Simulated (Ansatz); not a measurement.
# SiC (P6_3mc): dielectric-dependent hybrid calculation from a Python script

Computed with Ansatz 0.2.0 through its Python package. The levels of theory stand in the script.

## Step 1: Starting point

It takes space group P6_3mc (No. 186, hexagonal). The conventional cell has a = 3.076 Å, b = 3.076 Å, c = 5.048 Å, α = 90.00°, β = 90.00°, γ = 120.00°. Si (site symmetry 3m) is surrounded by 4 C at 1.87 to 1.94 Å. Around C (site symmetry 3m) lie 4 Si at 1.87 to 1.94 Å.

No structure file is read: the coordinates are typed or built in the script.

## Step 2: The script

The input, run_ddh.py:

```python
# -*- coding: utf-8 -*-
"""A hybrid whose exact exchange is one over the dielectric constant of SiC."""

import warnings

import ansatz
import numpy as np


def count_gap(report):
    # lowest empty less highest filled band, counting bands; zero where they overlap
    return max(report.get("gap_by_band_count_ev") or 0.0, 0.0)


def main():
    warnings.simplefilter("ignore", ansatz.DeckWarning)

    sic = (
        ansatz.Lattice.of([3.076, 0.0, 0.0], [-1.538, 2.663894, 0.0], [0.0, 0.0, 5.048])
        .atom("Si", [1 / 3, 2 / 3, 0.0])
        .atom("Si", [2 / 3, 1 / 3, 0.5])
        .atom("C", [1 / 3, 2 / 3, 0.385])
        .atom("C", [2 / 3, 1 / 3, 0.885])
    )

    model = sic.calculation().kpoints(5, 5, 3).occupations("fixed").band_table()
    semilocal = model.functional("pbe").run(threads=1, backend="cpu").report
    hybrid = model.functional(exchange="pbe", correlation="pbe", exact_fraction="inverse_dielectric").run(threads=1, backend="cpu").report
    alpha = hybrid["hybrid"]["exact_exchange_fraction"]
    print(f"fraction of exact exchange {alpha:.4f}, so eps_inf = {1 / alpha:.2f} on this mesh")
    print(f"gap by band count: {count_gap(semilocal):.3f} eV semilocal, {count_gap(hybrid):.3f} eV hybrid")


if __name__ == "__main__":
    main()
```

## Step 3: Launch

Run with:

```sh
> python run_ddh.py
```

Q: Estimate wall time and peak memory on 1 thread of Arm Neoverse V1, shared host.

About 52 s, with a peak of 0.75 GiB.
